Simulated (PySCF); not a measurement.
# C5H3N3: the cost of one run

Computed with PySCF 2.14.0 and routines of our own; the level stands in each step. Atoms count from 0.

## Step 1: The system as given

11 atoms, charge 0, multiplicity 1; geometry from: GFN2-xTB.

## Step 2: Optimising the geometry at PBE0-D3(BJ)/def2-SVP

Job settings and geometry (Å):

```
{"job": {"xc": "PBE0", "basis": "def2-SVP", "d3": "d3bj", "grid": 2, "kind": "geom"}, "charge": 0, "multiplicity": 1}
C      3.050311    -0.385292    -0.213762
C      1.860221    -0.235160    -0.165477
C      0.454081    -0.057365    -0.108344
N     -0.319187    -1.118522    -0.345190
C     -1.614533    -0.889680    -0.277850
N     -2.177647     0.275885    -0.000236
C     -1.321613     1.261753     0.218745
N     -0.009077     1.160263     0.179377
H      4.090977    -0.517818    -0.255426
H     -2.274098    -1.727965    -0.466987
H     -1.734011     2.236570     0.449107
```

The run is started by

```bash
$ OMP_NUM_THREADS=1 python excited_run.py task.json out
```

The driver reads the jobs from task.json and runs them one after another.

Q: Estimate the wall time and peak memory of this first job on 1 thread of AMD EPYC 9R45, shared host.

About 11 s, with a peak of 0.68 GiB.
